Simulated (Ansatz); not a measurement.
**C3H5ClSi: one species, many methods**

How much do the methods differ for C3H5ClSi? The plan is to run it at one geometry with functionals of several rungs and with coupled cluster, and see how far each lands from CCSD(T) at the basis-set limit for the atomisation energy.

The runs use Ansatz 0.2.0, Gaussian basis; functionals in def2-TZVPP, the program's frozen cores in correlated methods.

Plan: PBE-D4, r2SCAN-D4, PBE0-D4, B3LYP-D4, ωB97X-V, ωB97M-V, B2PLYP; CCSD(T)/def2-TZVPP; MP2/def2-QZVPP; extrapolation to the limit.

**1. The geometry**

All runs share one geometry, relaxed beforehand with PBE0-D4 in a triple-zeta def2 set.

SMILES `C=C=C([SiH3])Cl`, 10 atoms, charge 0, spin multiplicity 1.

Atoms are counted from 1 here; the program's logs count them from 0.

Bond lengths: C1–C2 1.299 Å, C1–H6 1.086 Å, C1–H7 1.085 Å, C2–C3 1.300 Å, C3–Si4 1.867 Å, C3–Cl5 1.748 Å, Si4–H8 1.484 Å, Si4–H9 1.483 Å, Si4–H10 1.484 Å. Angles: C2–C1–H6 121.1°, C2–C1–H7 121.2°, H6–C1–H7 117.7°, C1–C2–C3 177.5°, C2–C3–Si4 123.5°, C2–C3–Cl5 120.5°, Si4–C3–Cl5 116.0°, C3–Si4–H8 109.2°, C3–Si4–H9 108.3°, C3–Si4–H10 109.2°, H8–Si4–H9 110.5°, H8–Si4–H10 109.1°, H9–Si4–H10 110.5°.

**2. PBE-D4 (GGA)**

Input file in.yaml:

```yaml
crystal:
  periodic: [false, false, false]
  atoms:
    - {symbol: C, position_ang: [-0.901094, 1.972755, -0.475724]}
    - {symbol: C, position_ang: [-0.374433, 0.789831, -0.580687]}
    - {symbol: C, position_ang: [0.156217, -0.396019, -0.628230]}
    - {symbol: Si, position_ang: [0.656896, -1.362955, 0.888493]}
    - {symbol: Cl, position_ang: [0.442472, -1.180028, -2.164650]}
    - {symbol: H, position_ang: [-0.282052, 2.864425, -0.470480]}
    - {symbol: H, position_ang: [-1.975760, 2.104049, -0.397323]}
    - {symbol: H, position_ang: [-0.088828, -2.646114, 0.918267]}
    - {symbol: H, position_ang: [0.337480, -0.548052, 2.085955]}
    - {symbol: H, position_ang: [2.112202, -1.649093, 0.827281]}
basis:
  gaussian: {orbitals: def2-TZVPP}
hamiltonian: {xc: pbe, dispersion: d4}
output: {forces: true, orbitals: {seedname: orbitals}}
```

Started as:

```console
> ansatz run in.yaml --threads 4 --pin off --events-out ev --progress --plain --max-ram 10444MiB
```

The runs that follow: r2SCAN-D4 (meta-GGA); PBE0-D4 (hybrid); B3LYP-D4 (hybrid); ωB97X-V (range-separated); ωB97M-V (range-separated); B2PLYP (double hybrid); CCSD(T) in def2-TZVPP; MP2 in def2-QZVPP.

Before running them: what should the planned runs give, taken together? Wanted: atomisation energy, CCSD(T)/CBS; farthest; mean size of error, hybrid; mean size of error, range-separated; gap, smallest and largest; T1 diagnostic; triples share of the correlation energy.

As calculated:

```
                               quantity                                 value
        atomisation energy, CCSD(T)/CBS                             38.671 eV
    functionals within 0.193 eV (0.5 %)                     B3LYP-D4, ωB97X-V
                               farthest                    PBE-D4 (+1.139 eV)
             mean size of error, hybrid                              0.267 eV
    mean size of error, range-separated                              0.173 eV
              gap, smallest and largest  4.40 eV (PBE-D4), 11.08 eV (ωB97X-V)
                          T1 diagnostic                                0.0123
triples share of the correlation energy                                 4.6 %
```

PBE-D4 misses by +1.139 eV. Double hybrids carry the basis error of their MP2 part in triple zeta, and no dispersion term here, so their miss is partly the set-up's. Misses under about 0.193 eV are within the doubt on the reference itself, which lacks core-valence correlation, relativity and higher excitations. Hartree-Fock recovers 73 % of the binding; the rest is correlation. The gap grows from 4.4 to 11.1 eV across the functionals, mostly with the share of exact exchange.
